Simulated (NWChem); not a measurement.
# One shape, several levels: C2H7MgNO (SMILES C[N](C)[Mg][OH])

Wanted: a comparison of 3 runs (HF/def2-SVP, B3LYP/def2-SVP, PBE0/def2-SVP) of C2H7MgNO. 

Program for the calculation: NWChem 7.3.0.

### Step 1. The molecule

C2H7MgNO has 12 atoms, charge 0, and is taken as a singlet. As SMILES, `C[N](C)[Mg][OH]`. Geometry: relaxed at PBE0-D4/def2-TZVP.

Bond lengths: C1–N2 1.438 Å, N2–C3 1.438 Å, N2–Mg4 1.893 Å, Mg4–O5 1.769 Å, C1–H6 1.096 Å, C1–H7 1.104 Å, C1–H8 1.104 Å, C3–H9 1.104 Å, C3–H10 1.096 Å, C3–H11 1.104 Å, O5–H12 0.948 Å. Some angles: C1–N2–C3 110.6°, C1–N2–Mg4 124.7°, C3–N2–Mg4 124.7°, N2–Mg4–O5 177.5°, N2–C1–H6 111.7°, N2–C1–H7 112.4°, N2–C1–H8 112.4°, N2–C3–H9 112.4°, N2–C3–H10 111.7°, N2–C3–H11 112.4°.

### Step 2. Energy and gradient at HF/def2-SVP (run 1)

run.py reads:

```python
from ase import Atoms
from ase.calculators.nwchem import NWChem

molecule = Atoms(['C', 'N', 'C', 'Mg', 'O', 'H', 'H', 'H', 'H', 'H', 'H', 'H'], positions=[
    [-1.088500, -0.954500, 0.540200],
    [0.021300, -0.154000, 0.097000],
    [1.257700, -0.667900, 0.622700],
    [-0.124300, 1.361600, -1.027000],
    [-0.252400, 2.731000, -2.139000],
    [-2.040900, -0.578100, 0.149800],
    [-1.179400, -0.974400, 1.640400],
    [-1.003700, -2.006400, 0.216100],
    [1.274300, -0.674700, 1.726600],
    [2.116300, -0.070200, 0.296000],
    [1.450900, -1.706600, 0.302400],
    [-0.354400, 3.638800, -2.391300],
])

calc = NWChem(
    label='c2h7mgno',
    theory='scf',
    memory='2200 mb',
    basis='def2-SVP',
    basispar='spherical bse',
    scf={'nopen': '0', 'rhf': None, 'thresh': '1e-08', 'maxiter': '80'},
)
molecule.calc = calc

forces = molecule.get_forces()
e = molecule.get_potential_energy()
print(f"E = {e:.6f} eV")
print("forces (eV/A):")
for s, f in zip(molecule.symbols, forces):
    print(f"{s:2s} {f[0]:10.5f} {f[1]:10.5f} {f[2]:10.5f}")
print("dipole (e A):", molecule.get_dipole_moment().round(4))
```

The run is started by

```bash
$ export ASE_NWCHEM_COMMAND="nwchem PREFIX.nwi > PREFIX.nwo"
$ python run.py
```

Output:

```text
E = -11116.954494 eV
forces (eV/A):
C    -0.03245   -0.09127    0.06582
N     0.02129   -0.20363    0.17242
C     0.04623   -0.08166    0.06510
Mg   -0.00180    0.05384   -0.13483
O    -0.09354    0.79612   -0.10634
H     0.00689   -0.01414    0.01049
H    -0.02283    0.00478   -0.12100
H    -0.04001    0.11004    0.02648
H     0.02946    0.01136   -0.11663
H    -0.00427   -0.01599    0.01008
H     0.01054    0.11781    0.02838
H     0.08042   -0.68715    0.09996
dipole (e A): [-0.0228  0.1622  0.0859]
```

The calculator wrote c2h7mgno.nwi:

```
title "c2h7mgno"

permanent_dir c2h7mgno

scratch_dir c2h7mgno

start c2h7mgno

geometry units angstrom nocenter noautosym noautoz
  C  -1.0885000000000000e+00 -9.5450000000000002e-01 5.4020000000000001e-01
  N  2.1299999999999999e-02 -1.5400000000000000e-01 9.7000000000000003e-02
  C  1.2577000000000000e+00 -6.6790000000000005e-01 6.2270000000000003e-01
  Mg -1.2429999999999999e-01 1.3615999999999999e+00 -1.0269999999999999e+00
  O  -2.5240000000000001e-01 2.7309999999999999e+00 -2.1389999999999998e+00
  H  -2.0409000000000002e+00 -5.7809999999999995e-01 1.4979999999999999e-01
  H  -1.1794000000000000e+00 -9.7440000000000004e-01 1.6404000000000001e+00
  H  -1.0037000000000000e+00 -2.0064000000000002e+00 2.1609999999999999e-01
  H  1.2743000000000000e+00 -6.7469999999999997e-01 1.7265999999999999e+00
  H  2.1162999999999998e+00 -7.0199999999999999e-02 2.9599999999999999e-01
  H  1.4509000000000001e+00 -1.7065999999999999e+00 3.0240000000000000e-01
  H  -3.5439999999999999e-01 3.6387999999999998e+00 -2.3913000000000002e+00
end

memory 2200 mb

basis spherical bse noprint
   * library def2-SVP
end

scf
  nopen 0
  rhf
  thresh 1e-08
  maxiter 80
end

task scf gradient
```

c2h7mgno.nwo, cut to the lines that bear on the results:

```text
[...]
      One-electron energy =   -961.341190443852
[... 1 line left out ...]
 Nuclear repulsion energy =    199.341694547583
[... 41 lines left out ...]
                       ROHF Final Molecular Orbital Analysis
[... 284 lines left out ...]
     1   1 0 0     -0.043137      0.000000     -3.937055
[...]
  wavefunction    =   RHF
                         RHF ENERGY GRADIENTS
    atom               coordinates                        gradient
                 x          y          z           x          y          z
   1 C      -2.056967  -1.803743   1.020830    0.000631   0.001775  -0.001280
   2 N       0.040251  -0.291018   0.183303   -0.000414   0.003960  -0.003353
   3 C       2.376708  -1.262148   1.176732   -0.000899   0.001588  -0.001266
[... 8 lines of this table left out ...]
  12 H      -0.669719   6.876335  -4.518902   -0.001564   0.013363  -0.001944
[...]
```

Run time: 49 s. Hardware: 1 thread of AMD EPYC 7R43 (Zen 3), shared host; peak memory 0.096 GiB.

### Step 3. Energy and gradient at B3LYP/def2-SVP (run 2)

c2h7mgno.xyz reads:

```xyz
12

C     -1.088500    -0.954500     0.540200
N      0.021300    -0.154000     0.097000
C      1.257700    -0.667900     0.622700
Mg    -0.124300     1.361600    -1.027000
O     -0.252400     2.731000    -2.139000
H     -2.040900    -0.578100     0.149800
H     -1.179400    -0.974400     1.640400
H     -1.003700    -2.006400     0.216100
H      1.274300    -0.674700     1.726600
H      2.116300    -0.070200     0.296000
H      1.450900    -1.706600     0.302400
H     -0.354400     3.638800    -2.391300
```

run.py reads:

```python
from ase.io import read
from ase.calculators.nwchem import NWChem

atoms = read('c2h7mgno.xyz')

calc = NWChem(
    label='c2h7mgno',
    theory='dft',
    memory='2200 mb',
    basis='def2-SVP',
    basispar='spherical bse',
    dft={'xc': 'b3lyp', 'mult': '1', 'grid': 'fine', 'convergence': 'energy 1e-08', 'iterations': '100', 'mulliken': None},
)
atoms.calc = calc

forces = atoms.get_forces()
print("Total energy (eV):", round(atoms.get_potential_energy(), 6))
print("forces (eV/A):")
for s, f in zip(atoms.symbols, forces):
    print(f"{s:2s} {f[0]:10.5f} {f[1]:10.5f} {f[2]:10.5f}")
print("dipole (e A):", atoms.get_dipole_moment().round(4))
```

The run is started by

```bash
$ export ASE_NWCHEM_COMMAND="nwchem PREFIX.nwi > PREFIX.nwo"
$ python run.py
```

Output:

```text
Total energy (eV): -11165.227504
forces (eV/A):
C    -0.00828    0.08752   -0.06052
N     0.00077    0.01414   -0.00715
C    -0.01100    0.08711   -0.06397
Mg   -0.00607    0.06716   -0.05883
O     0.02854   -0.24292    0.03126
H    -0.29120    0.08593   -0.09816
H    -0.05050   -0.03538    0.29871
H    -0.00525   -0.30298   -0.06510
H     0.03677   -0.02453    0.30421
H     0.26775    0.15380   -0.07857
H     0.08248   -0.29074   -0.06186
H    -0.04407    0.40094   -0.14007
dipole (e A): [-0.0207  0.152   0.0609]
```

The calculator wrote c2h7mgno.nwi:

```
title "c2h7mgno"

permanent_dir c2h7mgno

scratch_dir c2h7mgno

start c2h7mgno

geometry units angstrom nocenter noautosym noautoz
  C  -1.0885000000000000e+00 -9.5450000000000002e-01 5.4020000000000001e-01
  N  2.1299999999999999e-02 -1.5400000000000000e-01 9.7000000000000003e-02
  C  1.2577000000000000e+00 -6.6790000000000005e-01 6.2270000000000003e-01
  Mg -1.2429999999999999e-01 1.3615999999999999e+00 -1.0269999999999999e+00
  O  -2.5240000000000001e-01 2.7309999999999999e+00 -2.1389999999999998e+00
  H  -2.0409000000000002e+00 -5.7809999999999995e-01 1.4979999999999999e-01
  H  -1.1794000000000000e+00 -9.7440000000000004e-01 1.6404000000000001e+00
  H  -1.0037000000000000e+00 -2.0064000000000002e+00 2.1609999999999999e-01
  H  1.2743000000000000e+00 -6.7469999999999997e-01 1.7265999999999999e+00
  H  2.1162999999999998e+00 -7.0199999999999999e-02 2.9599999999999999e-01
  H  1.4509000000000001e+00 -1.7065999999999999e+00 3.0240000000000000e-01
  H  -3.5439999999999999e-01 3.6387999999999998e+00 -2.3913000000000002e+00
end

memory 2200 mb

basis spherical bse noprint
   * library def2-SVP
end

dft
  xc b3lyp
  mult 1
  grid fine
  convergence energy 1e-08
  iterations 100
  mulliken
end

task dft gradient
```

c2h7mgno.nwo, cut to the lines that bear on the results:

```text
[...]
         Total DFT energy =     -410.314546046496
[...]
  wavefunction    = closed shell
                         DFT ENERGY GRADIENTS
    atom               coordinates                        gradient
                 x          y          z           x          y          z
   1 C      -2.056967  -1.803743   1.020830    0.000161  -0.001702   0.001177
   2 N       0.040251  -0.291018   0.183303   -0.000015  -0.000275   0.000139
   3 C       2.376708  -1.262148   1.176732    0.000214  -0.001694   0.001244
[... 8 lines of this table left out ...]
  12 H      -0.669719   6.876335  -4.518902    0.000857  -0.007797   0.002724
[...]
```

Run time: 60 s. Hardware: 1 thread of AMD EPYC 7R43 (Zen 3), shared host; peak memory 0.12 GiB.

### Step 4. Energy and forces at PBE0/def2-SVP (run 3)

run.py reads:

```python
from ase import Atoms
from ase.calculators.nwchem import NWChem

mol = Atoms(['C', 'N', 'C', 'Mg', 'O', 'H', 'H', 'H', 'H', 'H', 'H', 'H'], positions=[
    [-1.088500, -0.954500, 0.540200],
    [0.021300, -0.154000, 0.097000],
    [1.257700, -0.667900, 0.622700],
    [-0.124300, 1.361600, -1.027000],
    [-0.252400, 2.731000, -2.139000],
    [-2.040900, -0.578100, 0.149800],
    [-1.179400, -0.974400, 1.640400],
    [-1.003700, -2.006400, 0.216100],
    [1.274300, -0.674700, 1.726600],
    [2.116300, -0.070200, 0.296000],
    [1.450900, -1.706600, 0.302400],
    [-0.354400, 3.638800, -2.391300],
])

calc = NWChem(
    label='mol',
    theory='dft',
    memory='2200 mb',
    basis='def2-SVP',
    basispar='spherical bse',
    dft={'xc': 'pbe0', 'mult': '1', 'grid': 'fine', 'convergence': 'energy 1e-08', 'iterations': '100', 'mulliken': None},
)
mol.calc = calc

forces = mol.get_forces()
e = mol.get_potential_energy()
print(f"E = {e:.6f} eV")
print("forces (eV/A):")
for s, f in zip(mol.symbols, forces):
    print(f"{s:2s} {f[0]:10.5f} {f[1]:10.5f} {f[2]:10.5f}")
print("dipole (e A):", mol.get_dipole_moment().round(4))
```

The run is started by

```bash
$ export ASE_NWCHEM_COMMAND="nwchem PREFIX.nwi > PREFIX.nwo"
$ python run.py
```

Output:

```text
E = -11155.066929 eV
forces (eV/A):
C     0.22703    0.21155   -0.12043
N     0.01954   -0.18116    0.13843
C    -0.26457    0.15139   -0.14115
Mg   -0.00190    0.02638   -0.03620
O     0.01188   -0.09919    0.00674
H    -0.26472    0.08078   -0.09133
H    -0.04535   -0.02515    0.26441
H    -0.00417   -0.26662   -0.06392
H     0.03173   -0.01558    0.26961
H     0.24292    0.14239   -0.07348
H     0.07261   -0.25572   -0.06109
H    -0.02499    0.23099   -0.09153
dipole (e A): [-0.0206  0.1497  0.0659]
```

The calculator wrote mol.nwi:

```
title "mol"

permanent_dir mol

scratch_dir mol

start mol

geometry units angstrom nocenter noautosym noautoz
  C  -1.0885000000000000e+00 -9.5450000000000002e-01 5.4020000000000001e-01
  N  2.1299999999999999e-02 -1.5400000000000000e-01 9.7000000000000003e-02
  C  1.2577000000000000e+00 -6.6790000000000005e-01 6.2270000000000003e-01
  Mg -1.2429999999999999e-01 1.3615999999999999e+00 -1.0269999999999999e+00
  O  -2.5240000000000001e-01 2.7309999999999999e+00 -2.1389999999999998e+00
  H  -2.0409000000000002e+00 -5.7809999999999995e-01 1.4979999999999999e-01
  H  -1.1794000000000000e+00 -9.7440000000000004e-01 1.6404000000000001e+00
  H  -1.0037000000000000e+00 -2.0064000000000002e+00 2.1609999999999999e-01
  H  1.2743000000000000e+00 -6.7469999999999997e-01 1.7265999999999999e+00
  H  2.1162999999999998e+00 -7.0199999999999999e-02 2.9599999999999999e-01
  H  1.4509000000000001e+00 -1.7065999999999999e+00 3.0240000000000000e-01
  H  -3.5439999999999999e-01 3.6387999999999998e+00 -2.3913000000000002e+00
end

memory 2200 mb

basis spherical bse noprint
   * library def2-SVP
end

dft
  xc pbe0
  mult 1
  grid fine
  convergence energy 1e-08
  iterations 100
  mulliken
end

task dft gradient
```

mol.nwo, cut to the lines that bear on the results:

```text
[...]
         Total DFT energy =     -409.941151802729
[...]
  wavefunction    = closed shell
                         DFT ENERGY GRADIENTS
    atom               coordinates                        gradient
                 x          y          z           x          y          z
   1 C      -2.056967  -1.803743   1.020830   -0.004415  -0.004114   0.002342
   2 N       0.040251  -0.291018   0.183303   -0.000380   0.003523  -0.002692
   3 C       2.376708  -1.262148   1.176732    0.005145  -0.002944   0.002745
[... 8 lines of this table left out ...]
  12 H      -0.669719   6.876335  -4.518902    0.000486  -0.004492   0.001780
[...]
```

Run time: 59 s. Hardware: 1 thread of AMD EPYC 7R43 (Zen 3), shared host; peak memory 0.12 GiB.

### Step 5. All runs side by side

```
run           level  iteration cap  module  energy (Eh)  dipole moment (D)  HOMO energy (eV)  LUMO energy (eV)  wall time
  1     HF/def2-SVP             80     scf  -408.540546               0.89             -8.48              1.30       49 s
  2  B3LYP/def2-SVP            100     dft  -410.314546               0.79             -5.15             -1.12       60 s
  3   PBE0/def2-SVP            100     dft  -409.941152               0.79             -5.34             -0.83       59 s
```

### Step 6. What came out

```
                       quantity          value
            run 3: total energy  -409.94115 Eh
           run 3: dipole moment         0.79 D
             run 3: HOMO energy       -5.34 eV
             run 3: LUMO energy       -0.83 eV
           run 3: HOMO–LUMO gap        4.51 eV
run 3: largest force on an atom     0.336 eV/Å
```

**Reading.** The dipole moment (its size) runs from 0.79 D (PBE0/def2-SVP) to 0.89 D (HF/def2-SVP). The HOMO–LUMO gap runs from 4.03 eV (B3LYP/def2-SVP) to 9.77 eV (HF/def2-SVP). Exact exchange widens orbital gaps. Totals of different functionals can't be ranked against each other. All runs together took 2.8 min, the longest 60 s.
